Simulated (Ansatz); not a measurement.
# Alloy of AlAs and GaP (24 of 32 Al sites, 24 of 32 As sites exchanged), 64 atoms, part 2 of 2

Ansatz 0.2.0, PAW. The steps go on from the part before.

### Step 3. Single point with HSE06

in.yaml reads:

```yaml
crystal:
  lattice:
    - [10.999934, 0.000000, 0.000000]
    - [0.000000, 10.999934, 0.000000]
    - [0.000000, 0.000000, 10.999934]
  atoms:
    - { symbol: Al, position: [0.995662, 0.003465, 0.003618] }
    - { symbol: Al, position: [0.246290, 0.252247, 0.003035] }
    - { symbol: Al, position: [0.246099, 0.002947, 0.253242] }
    - { symbol: Al, position: [0.250198, 0.492313, 0.250787] }
    - { symbol: Al, position: [0.750141, 0.498936, 0.249370] }
    - { symbol: Al, position: [0.001606, 0.745997, 0.746364] }
    - { symbol: Al, position: [0.500170, 0.249011, 0.250529] }
    - { symbol: Al, position: [0.506268, 0.249779, 0.749815] }
    - { symbol: Ga, position: [0.001257, 0.004735, 0.497275] }
    - { symbol: Ga, position: [0.997955, 0.493500, 0.000761] }
    - { symbol: Ga, position: [0.999306, 0.499521, 0.499644] }
    - { symbol: Ga, position: [0.506891, 0.000913, 0.000888] }
    - { symbol: Ga, position: [0.500430, 0.999541, 0.499644] }
    - { symbol: Ga, position: [0.500678, 0.500240, 0.999503] }
    - { symbol: Ga, position: [0.506021, 0.499752, 0.500201] }
    - { symbol: Ga, position: [0.246903, 0.247995, 0.497455] }
    - { symbol: Ga, position: [0.254414, 0.747496, 0.997500] }
    - { symbol: Ga, position: [0.247718, 0.752810, 0.502655] }
    - { symbol: Ga, position: [0.750184, 0.251126, 0.000931] }
    - { symbol: Ga, position: [0.751224, 0.249248, 0.499619] }
    - { symbol: Ga, position: [0.747208, 0.753043, 0.003330] }
    - { symbol: Ga, position: [0.746967, 0.747551, 0.497530] }
    - { symbol: Ga, position: [0.250887, 0.001448, 0.743463] }
    - { symbol: Ga, position: [0.247256, 0.502323, 0.753028] }
    - { symbol: Ga, position: [0.749743, 0.001305, 0.252056] }
    - { symbol: Ga, position: [0.747646, 0.003040, 0.752954] }
    - { symbol: Ga, position: [0.746771, 0.496531, 0.746803] }
    - { symbol: Ga, position: [0.996912, 0.250480, 0.251430] }
    - { symbol: Ga, position: [0.999134, 0.250147, 0.749366] }
    - { symbol: Ga, position: [0.995987, 0.753137, 0.254230] }
    - { symbol: Ga, position: [0.506175, 0.749971, 0.250664] }
    - { symbol: Ga, position: [0.500373, 0.750317, 0.749458] }
    - { symbol: P, position: [0.121816, 0.127293, 0.127927] }
    - { symbol: P, position: [0.123834, 0.126324, 0.623639] }
    - { symbol: P, position: [0.125365, 0.623141, 0.623378] }
    - { symbol: P, position: [0.627556, 0.125952, 0.126292] }
    - { symbol: P, position: [0.626353, 0.124376, 0.623378] }
    - { symbol: P, position: [0.625553, 0.624258, 0.124949] }
    - { symbol: P, position: [0.625087, 0.625010, 0.625078] }
    - { symbol: P, position: [0.376970, 0.373806, 0.124260] }
    - { symbol: P, position: [0.376039, 0.875109, 0.623935] }
    - { symbol: P, position: [0.873918, 0.373093, 0.126236] }
    - { symbol: P, position: [0.874529, 0.374157, 0.623968] }
    - { symbol: P, position: [0.872391, 0.876529, 0.127845] }
    - { symbol: P, position: [0.374728, 0.124664, 0.375713] }
    - { symbol: P, position: [0.376862, 0.623923, 0.873570] }
    - { symbol: P, position: [0.874423, 0.125856, 0.374506] }
    - { symbol: P, position: [0.873518, 0.127530, 0.875573] }
    - { symbol: P, position: [0.873491, 0.623802, 0.375198] }
    - { symbol: P, position: [0.122107, 0.372680, 0.375331] }
    - { symbol: P, position: [0.123279, 0.374350, 0.874648] }
    - { symbol: P, position: [0.123350, 0.876374, 0.376796] }
    - { symbol: P, position: [0.626790, 0.373385, 0.374734] }
    - { symbol: P, position: [0.625907, 0.374983, 0.876035] }
    - { symbol: P, position: [0.625672, 0.875689, 0.375140] }
    - { symbol: P, position: [0.625005, 0.874993, 0.874857] }
    - { symbol: As, position: [0.123876, 0.623958, 0.126302] }
    - { symbol: As, position: [0.374857, 0.374967, 0.625101] }
    - { symbol: As, position: [0.376848, 0.876434, 0.126683] }
    - { symbol: As, position: [0.874018, 0.876462, 0.623378] }
    - { symbol: As, position: [0.375859, 0.125842, 0.875718] }
    - { symbol: As, position: [0.375400, 0.624589, 0.375248] }
    - { symbol: As, position: [0.872428, 0.623142, 0.875455] }
    - { symbol: As, position: [0.124677, 0.876269, 0.874135] }
  symmetry: { detect: false }
kpoints:
  mp_grid: { grid: [1, 1, 1], shift: [0.25, 0.25, 0.25] }
hamiltonian:
  xc: hse06
scf:
  occupations: { method: fermi_dirac, width: 0.01 }
output:
  forces: true
  eigenvalues: true
  populations: true
  eigenstates: { kpoints: [[0.25, 0.25, 0.25]], e_range: [-6.0, 6.0], localisation: true }
```

Launch:

```console
$ ansatz run in.yaml --threads 4 --pin off --max-ram 38950MiB --runs-dir r --events-out ev --progress --plain --backend cuda --devices 0, --max-vram 37GiB
```

Standard output:

```text
Pseudopotentials: kind: paw
Functional definition: HSE06
  parameter a = 0.25
  parameter omega = 0.11/bohr
  exchange = pbe_x - a*pbe_x_sr(omega) + a*exact_x_sr(omega)
  correlation = pbe_c
Crystal: 64 atoms, lattice volume = 1330.976 Å³
Basis set: ecut = 420 eV, 25821 PW (Γ), exchange–correlation on 150×150×150 points (8 copies of the dense FFT grid, shifted against one another)
Bands: 352, of which v1, the nominal top of the filled ones, is band 288 counted from 1 (287 counted from 0)
Symmetry: 1 space group operations
k-points: 1
Non-local potential: Al, projectors of the file, l = 0: 2, l = 1: 2, l = 2: 1
Non-local potential: Ga, projectors of the file, l = 0: 2, l = 1: 2, l = 2: 3, l = 3: 1
Non-local potential: P, projectors of the file, l = 0: 2, l = 1: 2, l = 2: 2
Non-local potential: As, projectors of the file, l = 0: 2, l = 1: 2, l = 2: 3, l = 3: 1
PAW form: soft (Blöchl's): semilocal exchange-correlation on the pseudo side does not see the compensation charge
PAW frozen core: Al, regenerated for the run's functional, and the local potential with it (the file was generated under x = pbe(κ = 0.804, μ = 0.2195149727645171), c = pbe(β = 0.06672455060314922))
PAW frozen core: Ga, regenerated for the run's functional, and the local potential with it (the file was generated under x = pbe(κ = 0.804, μ = 0.2195149727645171), c = pbe(β = 0.06672455060314922))
PAW frozen core: P, regenerated for the run's functional, and the local potential with it (the file was generated under x = pbe(κ = 0.804, μ = 0.2195149727645171), c = pbe(β = 0.06672455060314922))
PAW frozen core: As, regenerated for the run's functional, and the local potential with it (the file was generated under x = pbe(κ = 0.804, μ = 0.2195149727645171), c = pbe(β = 0.06672455060314922))
PAW one-centre angular grid: Al, 110 points (default); XC on 64 Gauss nodes
PAW one-centre angular grid: Ga, 590 points (default); XC on 64 Gauss nodes
PAW one-centre angular grid: P, 110 points (default); XC on 64 Gauss nodes
PAW one-centre angular grid: As, 590 points (default); XC on 64 Gauss nodes
Initial density: superposition of atomic densities (neutral atoms: chi_scale 0, normalization atom), corrected by the library's trained network
Initial wavefunctions: pseudopotential atomic-orbital guess
Functional: x = pbe(κ = 0.804, μ = 0.2195149727645171), c = pbe(β = 0.06672455060314922), warm-up for x = pbe(κ = 0.804, μ = 0.2195149727645171) + 0.25 (exact − pbe) at short range (hse, ω = 0.20786987370883472 Å⁻¹), c = pbe(β = 0.06672455060314922); HSE06 as pw.x's `hse` composes it (authors' and Libxc's form: `xc: wpbeh`)
SCF iter   1: F=—  HF=-152106.030755 eV  |F-HF|=—  |Δ(HF+E_count)|=         —  Δρ=2.56e-3  dr2=1.14e-1  ethr=1.77e-3  ⟨swp⟩=14.0  Hψ=1562  notcnv=0
preconditioner: auto → none  [insulator: Δε(μ)=1.964 eV  Ē_g=13.197 eV  σ=0.010 eV  W_gap=1.00  n_scr=304 (ndim 8)  ℏωp=22.7 eV  f_vac=0.010  D(μ)=0.00/eV (n_scr^D=0)]
SCF iter   2: F=—  HF=-152106.022901 eV  |F-HF|=—  |Δ(HF+E_count)|=   7.85e-3  Δρ=1.13e-3  dr2=3.23e-2  ethr=1.98e-5  ⟨swp⟩=8.0  Hψ=1172  notcnv=0  defer=25
SCF iter   3: F=—  HF=-152106.027312 eV  |F-HF|=—  |Δ(HF+E_count)|=   4.41e-3  Δρ=6.92e-4  dr2=4.60e-2  ethr=5.61e-6  ⟨swp⟩=8.0  Hψ=1097  notcnv=0  defer=39
iter 4 solved again at ethr=2.11e-7 eV; its pass at ethr=5.61e-6 eV (dr2=1.22e-3 eV) is discarded
SCF iter   4: F=—  HF=-152106.020399 eV  |F-HF|=—  |Δ(HF+E_count)|=   6.91e-3  Δρ=3.37e-4  dr2=1.24e-3  ethr=2.11e-7  ⟨swp⟩=7.0  Hψ=2083  notcnv=0  defer=21
SCF iter   5: F=-152106.020710 eV  HF=-152106.020759 eV  |F-HF|=4.87e-5  |Δ(HF+E_count)|=   3.60e-4  Δρ=8.60e-5  dr2=1.54e-4  ethr=2.11e-7  ⟨swp⟩=6.0  Hψ=833  notcnv=0  defer=14
SCF 1 stopped early in 5 iterations: F = -152106.020710 eV  dr2 = 1.54e-4
Initial density: handed on by an earlier stage of this run
Initial wavefunctions: those handed on with the density
Functional: x = pbe(κ = 0.804, μ = 0.2195149727645171) + 0.25 (exact − pbe) at short range (hse, ω = 0.20786987370883472 Å⁻¹), c = pbe(β = 0.06672455060314922); HSE06 as pw.x's `hse` composes it (authors' and Libxc's form: `xc: wpbeh`)
Exchange kernel: α = 0.2500, screened, ω = 0.2079 Å⁻¹, Wigner–Seitz truncation, v(0) = 948.1270 eV·Å³, q-mesh 1×1×1, nearest image of the exchange supercell L = 11.00 Å, pair-density grid 48×48×48, without the augmentation charges, whose exchange is taken in its separable form (sized by the pseudopotential files, 75×75×75 at the most)
Frozen-core exchange: fock
SCF iter   1: F=—  HF=-152145.620374 eV  |F-HF|=—  |Δ(HF+E_count)|=         —  Δρ=1.13e-2  dr2=6.94e-1  ethr=2.67e-7  ⟨swp⟩=19.0  Hψ=2181  notcnv=0
preconditioner: auto → none  [insulator: Δε(μ)=2.679 eV  Ē_g=15.678 eV  σ=0.010 eV  W_gap=1.00  n_scr=304 (ndim 8)  ℏωp=22.7 eV  f_vac=0.007  D(μ)=0.00/eV (n_scr^D=0)]
SCF iter   2: F=—  HF=-152145.235878 eV  |F-HF|=—  |Δ(HF+E_count)|=   3.84e-1  Δρ=2.42e-3  dr2=7.75e-2  ethr=2.67e-7  ⟨swp⟩=6.0  Hψ=1680  notcnv=0
SCF iter   3: F=—  HF=-152145.445966 eV  |F-HF|=—  |Δ(HF+E_count)|=   2.10e-1  Δρ=2.87e-3  dr2=4.62e-2  ethr=2.67e-7  ⟨swp⟩=6.0  Hψ=1571  notcnv=0
SCF iter   4: F=—  HF=-152145.441552 eV  |F-HF|=—  |Δ(HF+E_count)|=   4.41e-3  Δρ=1.05e-3  dr2=1.53e-2  ethr=2.67e-7  ⟨swp⟩=5.0  Hψ=1362  notcnv=0
SCF iter   5: F=—  HF=-152145.444621 eV  |F-HF|=—  |Δ(HF+E_count)|=   3.07e-3  Δρ=5.46e-4  dr2=2.69e-2  ethr=2.67e-7  ⟨swp⟩=5.0  Hψ=1273  notcnv=0
SCF iter   6: F=—  HF=-152145.440028 eV  |F-HF|=—  |Δ(HF+E_count)|=   4.59e-3  Δρ=5.53e-5  dr2=5.29e-4  ethr=2.67e-7  ⟨swp⟩=7.0  Hψ=1121  notcnv=0
SCF iter   7: F=—  HF=-152145.446414 eV  |F-HF|=—  |Δ(HF+E_count)|=   6.39e-3  Δρ=2.09e-4  dr2=4.02e-4  ethr=1.13e-8  ⟨swp⟩=6.0  Hψ=1447  notcnv=0
SCF iter   8: F=-152145.446163 eV  HF=-152145.446174 eV  |F-HF|=1.15e-5  |Δ(HF+E_count)|=   2.40e-4  Δρ=2.51e-5  dr2=1.86e-5  ethr=1.13e-8  ⟨swp⟩=4.0  Hψ=1121  notcnv=0
SCF 2 stopped early in 8 iterations: F = -152145.446163 eV  dr2 = 1.86e-5
  Residual-converged pass: ⟨swp⟩=4.0  Hψ=876  notcnv=0  max |occ|·‖R‖ = 6.2e-6 eV (tolerance 6.7e-6 eV)  dr2=1.86e-5  dr2_onsite=1.28e-6  max |Δocc| = 0.0e0
[... from here the SCF cycle lines were not kept, up to the last twenty ...]
hybrid outer 1: dexx = +2.542e-1 eV, tail = 7.23e-4 eV
SCF iter   1: F=—  HF=-152145.443408 eV  |F-HF|=—  |Δ(HF+E_count)|=         —  Δρ=4.83e-5  dr2=6.20e-5  ethr=6.28e-7  ⟨swp⟩=12.0  Hψ=949  notcnv=0
preconditioner: auto → none  [insulator: Δε(μ)=2.694 eV  Ē_g=15.516 eV  σ=0.010 eV  W_gap=1.00  n_scr=304 (ndim 8)  ℏωp=22.7 eV  f_vac=0.007  D(μ)=0.00/eV (n_scr^D=0)]
SCF iter   2: F=—  HF=-152145.443411 eV  |F-HF|=—  |Δ(HF+E_count)|=   3.22e-6  Δρ=2.36e-5  dr2=1.47e-5  ethr=9.30e-9  ⟨swp⟩=4.0  Hψ=1054  notcnv=0
SCF iter   3: F=—  HF=-152145.443431 eV  |F-HF|=—  |Δ(HF+E_count)|=   1.95e-5  Δρ=2.04e-5  dr2=1.01e-5  ethr=2.05e-9  ⟨swp⟩=8.0  Hψ=919  notcnv=0  defer=9
SCF iter   4: F=—  HF=-152145.443428 eV  |F-HF|=—  |Δ(HF+E_count)|=   2.31e-6  Δρ=4.27e-6  dr2=4.76e-7  ethr=1.69e-9  ⟨swp⟩=6.0  Hψ=744  notcnv=0  defer=1
SCF iter   5: F=—  HF=-152145.443429 eV  |F-HF|=—  |Δ(HF+E_count)|=   7.41e-7  Δρ=3.86e-6  dr2=6.46e-7  ethr=6.51e-11  ⟨swp⟩=7.0  Hψ=1294  notcnv=0  defer=8
SCF iter   6: F=—  HF=-152145.443429 eV  |F-HF|=—  |Δ(HF+E_count)|=   1.23e-7  Δρ=8.78e-7  dr2=8.19e-8  ethr=6.51e-11  ⟨swp⟩=6.0  Hψ=736  notcnv=0  defer=1
SCF iter   7: F=-152145.443429 eV  HF=-152145.443429 eV  |F-HF|=3.52e-9  |Δ(HF+E_count)|=   1.07e-8  Δρ=4.50e-7  dr2=9.00e-9  ethr=1.05e-11  ⟨swp⟩=5.0  Hψ=699  notcnv=0
SCF 3 converged in 7 iterations: F = -152145.443429 eV  dr2 = 9.00e-9
  Residual-converged pass: ⟨swp⟩=3.0  Hψ=883  notcnv=0  max |occ|·‖R‖ = 2.4e-6 eV (tolerance 2.5e-6 eV)  dr2=1.07e-8  dr2_onsite=6.76e-10  max |Δocc| = 0.0e0
hybrid outer 2: dexx = +2.306e-5 eV, tail = 3.36e-7 eV, Δε = 2.45e-3 eV (about 6.61e-5 eV left of the loop's levels), ΔF = 7.10e-3 eV/Å (tail 8.77e-4)
NSCF: frozen V_eff on 1 k-points
hybrid SCF converged: 2 outer / 15 inner (+5 warm-up), last move |dexx| = 2.31e-5 eV, tail = 3.36e-7 eV
Stability not checked: this state was not tested for a lower state beside it, because the functional holds exact exchange (a hybrid, or Hartree-Fock), whose exchange loop this test does not read (fock_operator; see scf.lower_state_search)
Free energy (F): -152145.443427 eV
Harris-Foulkes:  -152145.443427 eV  (|F-HF|=3.52e-9)
Internal energy: -152145.443427 eV  (E = F + TS)
E sigma→0 (E₀):  -152145.443427 eV
Fermi energy:    7.650651 eV
--- Per-component energies (eV) ---
  E_band       = -4794.956695
  E_kinetic    = 5458.793284
  E_local      = -75863.810703  (includes V_loc(G=0)·N_el)
  E_nonlocal   = 5752.073615
  E_hartree    = 36621.348966
  E_xc         = -3310.068889
  E_vxc        = -3002.877893  (∫ρ·V_xc dr)
  E_exx        = -1870.429416  (= α·E_x^exact, valence–valence)
  E_paw        = -78804.804027  (= ΣΔE_a)
  E_vpaw       = -6640.965096  (= ΣTr[D̂ρ^β])
  E_aug_tail   = -0.002503  (compensation charges beyond the density's cutoff)
  E_ewald      = -40122.981182
  E_core_change = -5.562480  (= ΣΔE_core)
  E_smearing   = -0.000000  (= −TS)
  E_closure    = -0.000093  (closes the sum)
  Σ components = -152145.443427   (vs F -152145.443427, Δ=0.00e0)
--- Forces (eV/Å), atoms counted from 1 ---
  atom   1  Al     0.00139823    -0.00747427    -0.00768027
  atom   2  Al     0.00651627     0.00392314    -0.00971121
  atom   3  Al     0.01448737    -0.01329255    -0.00437233
  atom   4  Al    -0.02297595     0.02191284    -0.01361239
  atom   5  Al     0.00117428    -0.00091922    -0.00306544
  atom   6  Al    -0.00258102     0.01093523     0.00650758
  atom   7  Al     0.00792265    -0.00950709    -0.01299556
  atom   8  Al    -0.02111579     0.00206296    -0.00339462
  atom   9  Ga    -0.00109850    -0.02026926    -0.00121492
  atom  10  Ga    -0.00319497     0.00293965     0.00060457
  atom  11  Ga     0.00716401    -0.01726687    -0.00623283
  atom  12  Ga    -0.03757818    -0.01201954    -0.00097824
  atom  13  Ga    -0.01190650    -0.00816220    -0.00896849
  atom  14  Ga    -0.00296666     0.01441179    -0.01018910
  atom  15  Ga    -0.01832415     0.01248307    -0.00625782
  atom  16  Ga     0.00465524    -0.00703513     0.01287571
  atom  17  Ga    -0.00588479    -0.00187237     0.00695738
  atom  18  Ga     0.01189452    -0.00966297    -0.01843952
  atom  19  Ga     0.00434605    -0.00064968     0.00768549
  atom  20  Ga     0.00397857    -0.01500141    -0.01180570
  atom  21  Ga     0.00372403    -0.01485812    -0.01486376
  atom  22  Ga    -0.00576549     0.00700446     0.00029580
  atom  23  Ga    -0.00625011    -0.02104690     0.01496121
  atom  24  Ga     0.01174134    -0.02235473    -0.01934341
  atom  25  Ga     0.00657813    -0.01290440    -0.00611889
  atom  26  Ga     0.00658241    -0.01896497    -0.00759147
  atom  27  Ga     0.00006925     0.01523569     0.01708296
  atom  28  Ga     0.00139868     0.00153271    -0.01331552
  atom  29  Ga     0.01096660     0.00255597    -0.00291946
  atom  30  Ga     0.01839402    -0.00981974    -0.01795813
  atom  31  Ga    -0.02763290    -0.00237219    -0.00558734
  atom  32  Ga    -0.01531852    -0.01867343     0.00230005
  atom  33  P      0.05241161    -0.04567766    -0.06539036
  atom  34  P     -0.00132653     0.01766975    -0.00382592
  atom  35  P     -0.03951558     0.04763431     0.04403979
  atom  36  P     -0.04996685     0.06162212     0.04774851
  atom  37  P     -0.03317704     0.04935135     0.05535708
  atom  38  P      0.05137443    -0.04947545     0.02945436
  atom  39  P      0.00183105     0.00649290     0.00513412
  atom  40  P     -0.05971609    -0.04947433     0.05325830
  atom  41  P      0.00286129    -0.00751352    -0.00006284
  atom  42  P     -0.04728547     0.04842055     0.03921459
  atom  43  P      0.01240369    -0.00061080     0.00150870
  atom  44  P      0.05428248     0.06079838    -0.04542560
  atom  45  P     -0.00085960     0.00260409    -0.08298544
  atom  46  P      0.02125317     0.00739126     0.01128420
  atom  47  P     -0.01713384     0.00750594     0.01019774
  atom  48  P      0.04551462    -0.05571684     0.04914336
  atom  49  P     -0.03495968    -0.03585410    -0.03649055
  atom  50  P      0.04199428     0.04910876    -0.02088435
  atom  51  P      0.04730698    -0.04465834     0.05179891
  atom  52  P      0.03700011     0.04686896    -0.04195286
  atom  53  P     -0.00443505     0.00778254    -0.08815302
  atom  54  P     -0.03516292    -0.03387132    -0.03735705
  atom  55  P      0.01073452     0.00856023     0.02228606
  atom  56  P      0.01945635     0.00592973     0.00357235
  atom  57  As     0.03637561    -0.03719604     0.04668676
  atom  58  As     0.02447563    -0.03161545     0.04645750
  atom  59  As    -0.03946624     0.04459347     0.02945520
  atom  60  As     0.01943965    -0.03415713     0.04267272
  atom  61  As    -0.00117540     0.07911293     0.00108564
  atom  62  As    -0.02718755    -0.02534216    -0.00520606
  atom  63  As     0.03915905     0.03344900    -0.03418497
  atom  64  As    -0.06747681     0.01484846     0.00851120
  max |Σ_I F_I| component: 5.72e-4 eV/Å
--- Band table (eV) ---
  k-point 0: bands = [... 276 lower levels ..., "5.3223", "5.3451", "5.4023", "5.4430", "5.4538", "5.4762", "5.5094", "5.7709", "5.8076", "5.8694", "6.2505", "6.3035", "8.9979", "9.0387", "9.0785", "9.1766", "9.5164", "9.5372", "9.5653", "9.8279", "9.8635", "9.8979", "9.9153", "9.9497", ... 52 higher levels ...]
--- Löwdin populations: 64 sites ---
  site symbol       q [e]
     0     Al      2.5774
     1     Al      2.5790
     2     Al      2.5818
     3     Al      2.5902
     4     Al      2.5831
     5     Al      2.5913
     6     Al      2.5778
     7     Al      2.5909
     8     Ga     12.9108
     9     Ga     12.9101
    10     Ga     12.8939
    11     Ga     12.9070
    12     Ga     12.8927
    13     Ga     12.8878
    14     Ga     12.9119
    15     Ga     12.9044
    16     Ga     12.9039
    17     Ga     12.8976
    18     Ga     12.9041
    19     Ga     12.9014
    20     Ga     12.8983
    21     Ga     12.9049
    22     Ga     12.9013
    23     Ga     12.8995
    24     Ga     12.9066
    25     Ga     12.9016
    26     Ga     12.9068
    27     Ga     12.9082
    28     Ga     12.8950
    29     Ga     12.8939
    30     Ga     12.9096
    31     Ga     12.8925
    32      P      5.2837
    33      P      5.0388
    34      P      5.1220
    35      P      5.1220
    36      P      5.1236
    37      P      5.1208
    38      P      5.0396
    39      P      5.2854
    40      P      5.0390
    41      P      5.1209
    42      P      5.0419
    43      P      5.1213
    44      P      5.2050
    45      P      5.0378
    46      P      5.0392
    47      P      5.1223
    48      P      5.1233
    49      P      5.1224
    50      P      5.1207
    51      P      5.1217
    52      P      5.2048
    53      P      5.1232
    54      P      5.0391
    55      P      5.0397
    56     As     15.1382
    57     As     15.1393
    58     As     15.1354
    59     As     15.1397
    60     As     15.2212
    61     As     15.1382
    62     As     15.1383
    63     As     15.2186
  spilling = 0.002878 (of n_electrons = 576.000000)
```

Run time: 36 s. Hardware: 1 × NVIDIA H100 80GB HBM3 with 4 threads of AMD EPYC 7R13, shared host; peak host memory 3.7 GiB.

Spacing of the frontier levels at the single k point (¼, ¼, ¼): 2.69 eV (6.304 to 8.998 eV).

Frontier states and how far they spread:

```tsv
level (eV)	spin	filling	atoms sharing it	main element	its share	largest atom
-0.50	both	2.00	45.3	P	0.48	–
-0.43	both	2.00	37.3	As	0.35	–
-0.05	both	2.00	49.4	P	0.52	–
0.00	both	2.00	39.5	P	0.40	–
2.69	both	0.00	61.4	Ga	0.41	–
2.74	both	0.00	61.3	Ga	0.40	–
2.77	both	0.00	59.2	Ga	0.40	–
2.87	both	0.00	56.8	Ga	0.42	–
```

The largest force by HSE06 is only 0.10 eV/Å (on P33), so the positions lie close to this level's own in this cell.

### Step 4. Summary of results

This closing draws on all 2 parts. Changes of volume or cell count from the first structure of part 1.

| level | time | top filled to lowest empty (eV) |
| --- | --- | --- |
| PBEsol, relaxation | 6.5 s (GPU) | 1.86 |
| HSE06 | 36 s (GPU) | 2.69 |

| quantity | value |
| --- | --- |
| relaxation | 4 recorded steps, 0.82 eV gained |
| largest shift | 0.11 Å (Ga10) |
| relaxed cell | a = 11.000 Å, b = 11.000 Å, c = 11.000 Å, α = 90.00°, β = 90.00°, γ = 90.00° |
| mean bonds | Al–As 2.428, Al–P 2.372, As–Ga 2.425, Ga–P 2.366 Å |

**What this shows.** The relaxation lowers the energy by 0.82 eV; the largest shift is 0.11 Å (Ga10), while the volume changes by +0.1 %. The mean lengths of the listed bonds run from Ga–P 2.37 Å to Al–As 2.43 Å. At the same k points, PBEsol gives a spacing 0.83 eV smaller than the 2.69 eV of HSE06. No spin–orbit coupling is included; with elements this heavy it would shift the edges. With one k point the spacing samples only the states that fold onto it, so it can exceed the gap over the zone.
